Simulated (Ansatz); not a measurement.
# NaWO3: a tetragonal deformation path

One table from this session's results is given with a row withheld; the runs are named, their logs left out.

Program: Ansatz 0.2.0. Level of theory: DFT PBEsol, scalar-relativistic, plane waves, PAW. These are calculated values, not measurements.

## The structure to begin with

Symmetry: Pm-3m, No. 221, cubic system. Conventional cell: a = 3.850 Å, b = 3.850 Å, c = 3.850 Å, α = 90.00°, β = 90.00°, γ = 90.00°. Around Na (site symmetry m-3m) lie 12 O at 2.72 Å. W (site symmetry m-3m) has 6 O at 1.93 Å in its first shell of neighbours. O (site symmetry 4/mmm) is surrounded by 2 W at 1.93 Å and 4 Na at 2.72 Å.

Structure file:

```cif
data_structure
_symmetry_space_group_name_H-M 'P 1'
_symmetry_Int_Tables_number 1
_cell_length_a 3.8500
_cell_length_b 3.8500
_cell_length_c 3.8500
_cell_angle_alpha 90.000
_cell_angle_beta 90.000
_cell_angle_gamma 90.000
_cell_volume 57.07
loop_
_atom_site_label
_atom_site_type_symbol
_atom_site_fract_x
_atom_site_fract_y
_atom_site_fract_z
_atom_site_occupancy
Na1 Na 0.00000 0.00000 0.00000 1
W1 W 0.50000 0.50000 0.50000 1
O1 O 0.50000 0.50000 0.00000 1
O2 O 0.00000 0.50000 0.50000 1
O3 O 0.50000 0.00000 0.50000 1
```

No relaxation comes first: the listed cell is the starting point.

Set-up of the first run:

input.yaml reads:

```yaml
crystal:
  lattice:
    - [3.85, 0.0, 0.0]
    - [0.0, 3.85, 0.0]
    - [0.0, 0.0, 3.85]
  atoms:
    - { symbol: Na, position: [0.0, 0.0, 0.0] }
    - { symbol: W, position: [0.5, 0.5, 0.5] }
    - { symbol: O, position: [0.5, 0.5, 0.0] }
    - { symbol: O, position: [0.0, 0.5, 0.5] }
    - { symbol: O, position: [0.5, 0.0, 0.5] }
basis:
  ecutwfc: 420
kpoints:
  mp_grid: { grid: [14, 14, 14] }
hamiltonian:
  xc: pbesol
scf:
  occupations: { method: gaussian, width: 0.15 }
output:
  forces: true
  stress: true
  eigenvalues: true
```

Started as:

```sh
$ ansatz run input.yaml --threads 1 --pin off --max-ram 2560MiB --backend cpu --events-out ev --progress --plain --runs-dir out
```

Among the steps run: The undisturbed cell; At ρ = 0.707; ρ = 1.414; Point ρ = 0.850; At ρ = 1.200; At ρ = 0.780; At ρ = 1.300; At ρ = 0.920; At ρ = 1.100; ρ = 0.650; At ρ = 1.500; Point ρ = 0.960; At ρ = 1.050.

One table of the session follows, with a row left open; its other results are not shown here.

It belongs to the step «The scan collected». The scan, with free energies counted from the undisturbed cell:

| ρ | ΔE (meV/atom) | pressure (GPa) |
| --- | --- | --- |
| 0.650 | 3580.0 | 106.4 |
| 0.707 | 2077.9 | 72.7 |
| 0.780 | 927.2 | 37.9 |
| 0.850 | 348.9 | 18.1 |
| 0.920 | 81.2 | 7.9 |
| 0.960 | ? | ? |
| 1.000 | 0.0 | 4.6 |
| 1.050 | 24.1 | 5.7 |
| 1.100 | 89.1 | 8.7 |
| 1.200 | 309.6 | 19.1 |
| 1.300 | 626.0 | 34.2 |
| 1.414 | 1077.2 | 55.3 |
| 1.500 | 1470.7 | 73.2 |

Estimate the missing values for ρ = 0.960.

Worked estimate for «ΔE (meV/atom)». A straight line through the neighbours (0.920, 81.2) and (1.000, 0.0) gives 81.2 + (0.0 − 81.2) × (0.960 − 0.920) / (1.000 − 0.920) = 40.6; a parabola fitted to 4 rows on both sides gives 14.2.

The run gave: ΔE (meV/atom): 18.3; pressure (GPa): 5.3. In «ΔE (meV/atom)» the line misses by +22.3 and the parabola by -4.1.

Caveats from the session: Spin polarisation is off in the runs that give these values; a magnetic solution could lie lower.
